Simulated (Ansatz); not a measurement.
# F6P: the cost of one run

Method: the levels named in each step, in Ansatz 0.2.0.

### Step 1. The structure to begin with

Bond lengths: F1–P2 1.629 Å, P2–F3 1.629 Å, P2–F4 1.629 Å, P2–F5 1.629 Å, P2–F6 1.629 Å, P2–F7 1.629 Å. Angles (14 of 15 angles, heavy atoms first): F1–P2–F3 90.0°, F1–P2–F4 180.0°, F1–P2–F5 90.0°, F1–P2–F6 90.0°, F1–P2–F7 90.0°, F3–P2–F4 90.0°, F3–P2–F5 180.0°, F3–P2–F6 90.0°, F3–P2–F7 90.0°, F4–P2–F5 90.0°, F4–P2–F6 90.0°, F4–P2–F7 90.0°, F5–P2–F6 90.0°, F5–P2–F7 90.0°.

Coordinates:

```xyz
7

F     1.3935   -0.6952    0.4779
P     0.0000    0.0001    0.0000
F     0.3881    1.3483    0.8275
F    -1.3935    0.6952   -0.4779
F    -0.3890   -1.3483   -0.8271
F     0.7491    0.5939   -1.3189
F    -0.7486   -0.5937    1.3193
```

### Step 2. A rough first relaxation, PBE-D4/def2-SVPD

This run stands in another session on the same molecule. It ended at:

```xyz
7

F     1.4260   -0.7113    0.4893
P    -0.0001    0.0000    0.0001
F     0.3976    1.3798    0.8469
F    -1.4261    0.7113   -0.4892
F    -0.3978   -1.3797   -0.8466
F     0.7662    0.6077   -1.3499
F    -0.7663   -0.6076    1.3501
```

### Step 3. Relaxation, HF/STO-3G

File input.yaml:

```yaml
crystal:
  periodic: [false, false, false]
  atoms:
    - { symbol: F, position_ang: [1.42595469, -0.71125069, 0.48933716] }
    - { symbol: P, position_ang: [-6.819e-05, 3.325e-05, 0.00011489] }
    - { symbol: F, position_ang: [0.39759655, 1.3797676, 0.84686401] }
    - { symbol: F, position_ang: [-1.42607399, 0.71130625, -0.48916015] }
    - { symbol: F, position_ang: [-0.39778905, -1.37969714, -0.84662577] }
    - { symbol: F, position_ang: [0.76619787, 0.60765096, -1.34986339] }
    - { symbol: F, position_ang: [-0.76627789, -0.60760022, 1.35011327] }
total_charge: -1
basis:
  gaussian: { orbitals: STO-3G }
hamiltonian:
  xc: hf
relax:
  f_tol: 0.002
  max_steps: 150
```

On the command line:

```sh
$ ansatz run input.yaml --threads 4 --pin off --max-ram 10240MiB --backend cpu --events-out ev --progress --plain --runs-dir out
```

**Question.** How long does this run take on 4 threads of AMD EPYC (Zen 3), shared host, and how much memory does it need?

About 11 s, with a peak of 0.1 GiB.
